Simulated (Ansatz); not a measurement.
# CaPt: the cost of one run

Method: DFT PBE, scalar-relativistic, plane waves, PAW, in Ansatz 0.2.0.

## Step 1: Starting point

The structure is orthorhombic, space group Cmmm (No. 65). Conventional cell: a = 5.646 Å, b = 6.065 Å, c = 14.000 Å, α = 90.00°, β = 90.00°, γ = 90.00°. Ca (site symmetry mmm) is surrounded by 4 Pt at 2.82 to 3.03 Å. Pt (site symmetry mmm) is surrounded by 4 Ca at 2.82 to 3.03 Å.

Coordinates:

```cif
data_structure
_symmetry_space_group_name_H-M 'P 1'
_symmetry_Int_Tables_number 1
_cell_length_a 4.1433
_cell_length_b 4.1433
_cell_length_c 14.0000
_cell_angle_alpha 90.000
_cell_angle_beta 90.000
_cell_angle_gamma 94.101
_cell_volume 239.72
loop_
_atom_site_label
_atom_site_type_symbol
_atom_site_fract_x
_atom_site_fract_y
_atom_site_fract_z
_atom_site_occupancy
Ca1 Ca 0.00000 0.00000 0.50000 1
Pt1 Pt 0.50000 0.50000 0.50000 1
```

Recipe of the guess: random sheet by layer group and Wyckoff sites. The dimensions are guesses.

Only a and b are periodic; c spans vacuum, so the box's volume, pressure and space group aren't properties of the sheet.

## Step 2: Probe: one point on a coarse mesh

input.yaml

```yaml
crystal:
  lattice:
    - [4.143294, 0.0, 0.0]
    - [-0.296293, 4.132687, 0.0]
    - [0.0, 0.0, 14.0]
  atoms:
    - { symbol: Ca, position: [0.0, 0.0, 0.5] }
    - { symbol: Pt, position: [0.5, 0.5, 0.5] }
  periodic: [true, true, false]
basis:
  ecutwfc: 420
kpoints:
  mp_grid: { grid: [4, 4, 1] }
hamiltonian:
  xc: pbe
scf:
  occupations: { method: gaussian, width: 0.1 }
  lower_state_search: "off"
output:
  forces: true
  stress: true
  eigenvalues: true
```

On the command line:

```bash
ansatz run input.yaml --threads 1 --pin off --max-ram 2048MiB --backend cpu --events-out ev --progress --plain --runs-dir out
```

**Question.** How long does this run take on 1 thread of Arm Neoverse V2, shared host, and how much memory does it need?

About 3.7 s, with a peak of 0.47 GiB.
